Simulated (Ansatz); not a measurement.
TaO, 2 atoms in the cell. The structure is hexagonal, space group P6/mmm (No. 191). The conventional cell has a = 3.066 Å, b = 3.066 Å, c = 3.855 Å, α = 90.00°, β = 90.00°, γ = 120.00°. Ta (site symmetry 6/mmm) is surrounded by 2 O at 1.93 Å. O (site symmetry 6/mmm) is surrounded by 2 Ta at 1.93 Å. The cell was built by a generator and needn't be a form met in nature.

* Program: Ansatz 0.2.0
* Task: band structure
* Functional: HSE06
* Potentials or basis: Ansatz PAW
* Cutoff: 420 eV (not typed: the program's choice for these potentials)
* k mesh: 5 × 5 × 4
* Occupations: fermi-dirac, width 0.05 eV
* Spin: no spin polarisation
* Path: [["G", "M", "K", "G", "A", "L", "H", "A"], ["L", "M"], ["K", "H"]]
* Points for each segment of the path: 4

Hardware: 1 × NVIDIA H100 80GB HBM3 with 2 threads of AMD EPYC 7R13 Processor (Zen 3) (shared host).

Problem. Estimate the wall time of this run.

Solution. Wall time 30 s on 1 × NVIDIA H100 80GB HBM3 with 2 threads of AMD EPYC 7R13 Processor (Zen 3), with other jobs on the host, peak memory 1.6 GiB. Counts: scf iterations 16, plane waves 613, k points 15, bands 16.
